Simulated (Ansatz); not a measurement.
## Nudged elastic band run: LiSi$_{8}$O$_{16}$, charge +1

Input file:

```yaml
crystal:
  lattice:
    - [-4.1337, -4.1337, 0.0]
    - [4.1337, -4.1337, 0.0]
    - [0.0, 0.0, 5.3034]
  atoms:
    - { symbol: Si, position: [0.50592973, 0.50337104, 0.00844311] }
    - { symbol: Si, position: [0.00542915, 0.49765184, 0.2549667] }
    - { symbol: O, position: [0.19618991, 0.48776015, -0.00362969] }
    - { symbol: O, position: [-0.00517447, 0.19464806, 0.25496008] }
    - { symbol: O, position: [0.80517292, 0.51274156, 0.0112093] }
    - { symbol: O, position: [0.01585687, 0.80233504, 0.25496186] }
    - { symbol: Si, position: [0.50593083, 0.50337649, 0.50146971] }
    - { symbol: Si, position: [-0.01628345, 0.51471911, 0.75495988] }
    - { symbol: O, position: [0.1962011, 0.48776057, 0.51356274] }
    - { symbol: O, position: [-0.03002331, 0.19559601, 0.75496377] }
    - { symbol: O, position: [0.8051747, 0.51273368, 0.49870859] }
    - { symbol: O, position: [0.0026182, 0.80772054, 0.75496588] }
    - { symbol: Si, position: [-0.00569012, -0.00261153, 0.00844724] }
    - { symbol: Si, position: [0.4948085, 0.00310104, 0.254966] }
    - { symbol: O, position: [0.6950634, -0.01199378, 0.01120906] }
    - { symbol: O, position: [0.48438153, 0.69842339, 0.25496034] }
    - { symbol: O, position: [0.30405507, 0.01300453, -0.0036249] }
    - { symbol: O, position: [0.50540417, 0.30610565, 0.25495479] }
    - { symbol: Si, position: [-0.00569393, -0.00262488, 0.50147231] }
    - { symbol: Si, position: [0.51652489, -0.01396251, 0.75495722] }
    - { symbol: O, position: [0.69506421, -0.01198491, 0.49870455] }
    - { symbol: O, position: [0.49761456, 0.69303632, 0.7549622] }
    - { symbol: O, position: [0.30403991, 0.0129995, 0.51355396] }
    - { symbol: O, position: [0.53027213, 0.30516618, 0.75496087] }
    - { symbol: Li, position: [0.25011587, 0.25039483, 0.75496644] }
total_charge: 1
basis:
  ecutwfc: 420.0
kpoints:
  mp_grid: { grid: [2, 2, 2] }
hamiltonian:
  xc: pbe
scf:
  occupations: { method: gaussian, width: 0.02 }
  lower_state_search: "off"
  max_iter: 89
neb:
  images: 3
  f_tol: 0.05
  max_iterations: 50
  order_check: false
  spring: 50.0
  optimiser: fire
  final_atoms:
    - { symbol: Si, position: [0.49768136, 0.49486158, 0.00473855] }
    - { symbol: Si, position: [-0.00257631, 0.50599531, 0.25125039] }
    - { symbol: O, position: [0.19469372, 0.50547658, 0.00473957] }
    - { symbol: O, position: [0.01305077, 0.19625886, 0.26333838] }
    - { symbol: O, position: [0.80236306, 0.4844354, 0.00473742] }
    - { symbol: O, position: [-0.01195952, 0.80523031, 0.24848405] }
    - { symbol: Si, position: [0.51475409, 0.51658613, 0.50473885] }
    - { symbol: Si, position: [-0.00257284, 0.50599225, 0.75822619] }
    - { symbol: O, position: [0.19564269, 0.53033042, 0.50473809] }
    - { symbol: O, position: [0.01305189, 0.19625901, 0.74613751] }
    - { symbol: O, position: [0.80776866, 0.49767215, 0.50474032] }
    - { symbol: O, position: [-0.01195429, 0.80523062, 0.76099508] }
    - { symbol: Si, position: [0.003146, 0.00549981, 0.00473883] }
    - { symbol: Si, position: [0.50340265, -0.00563303, 0.2512504] }
    - { symbol: O, position: [0.69846417, 0.01592725, 0.00473717] }
    - { symbol: O, position: [0.51278825, 0.69513095, 0.2484836] }
    - { symbol: O, position: [0.30613279, -0.00511649, 0.00473965] }
    - { symbol: O, position: [0.48777573, 0.30410247, 0.26333884] }
    - { symbol: Si, position: [-0.01392859, -0.01622523, 0.50473882] }
    - { symbol: Si, position: [0.5033984, -0.00563179, 0.758226] }
    - { symbol: O, position: [0.69305644, 0.00268989, 0.50474031] }
    - { symbol: O, position: [0.51278396, 0.69513108, 0.76099429] }
    - { symbol: O, position: [0.3051829, -0.02996896, 0.50473741] }
    - { symbol: O, position: [0.48777382, 0.30410329, 0.74613783] }
    - { symbol: Li, position: [0.25041105, 0.25018065, 0.50472807] }
```

Launched with:

```bash
$ ansatz run input.yaml --threads 1 --pin off --max-ram 3072MiB --backend cpu --events-out ev --progress --plain --runs-dir out
```

Output, in part (warnings, iteration lines):

```
NEB end point (image 0): max|allowed force component| = 2.531e-3 eV/Å (the criterion of neb.relax_end_points is 1.000e-2)
NEB end point (image 4): max|allowed force component| = 1.081e-3 eV/Å (the criterion of neb.relax_end_points is 1.000e-2)
NEB iter   1: max|band force component| = 5.110e-1 eV/Å  barrier→ = 0.2014 eV  barrier← = 0.2014 eV  Δτ_max = 0.0092 Å  (35 SCF iters)
NEB iter   2: max|band force component| = 2.550e-1 eV/Å  barrier→ = 0.1681 eV  barrier← = 0.1681 eV  CI = image 2  Δτ_max = 0.0144 Å  (18 SCF iters)
NEB iter   3: max|band force component| = 2.758e-1 eV/Å  barrier→ = 0.1565 eV  barrier← = 0.1565 eV  CI = image 2  Δτ_max = 0.0010 Å  (20 SCF iters)
NEB iter   4: max|band force component| = 2.058e-1 eV/Å  barrier→ = 0.1539 eV  barrier← = 0.1539 eV  CI = image 2  Δτ_max = 0.0017 Å  (14 SCF iters)
NEB iter   5: max|band force component| = 1.274e-1 eV/Å  barrier→ = 0.1508 eV  barrier← = 0.1508 eV  CI = image 2  Δτ_max = 0.0021 Å  (15 SCF iters)
NEB iter   6: max|band force component| = 6.272e-2 eV/Å  barrier→ = 0.1494 eV  barrier← = 0.1494 eV  CI = image 2  Δτ_max = 0.0002 Å  (15 SCF iters)
NEB iter   7: max|band force component| = 5.078e-2 eV/Å  barrier→ = 0.1492 eV  barrier← = 0.1492 eV  CI = image 2  Δτ_max = 0.0004 Å  (12 SCF iters)
NEB iter   8: max|band force component| = 4.267e-2 eV/Å  barrier→ = 0.1489 eV  barrier← = 0.1489 eV  CI = image 2  Δτ_max = 0.0000 Å  (12 SCF iters)
```

The run converged. The order of the stationary point at the top wasn't checked. Limits of this set-up: coarse k mesh, charged cell in a uniform background, uncorrected.

Final band (atoms are numbered from 1 in the order of the input):

```tsv
image	path coordinate (Å)	energy (eV)	Si1–Li25 (Å)	O3–Li25 (Å)	Si13–Li25 (Å)
0	0.00	0.000	2.50	1.91	2.50
1	0.37	0.081	2.67	2.18	2.67
2	0.75	0.149	2.87	2.46	2.87
3	1.12	0.081	3.09	2.75	3.09
4	1.49	0.000	3.34	3.06	3.34
```

Run time: 2.4 min on 1 thread of AMD EPYC 7B13 (Zen 3), with other jobs on the host, peak memory 0.71 GiB.
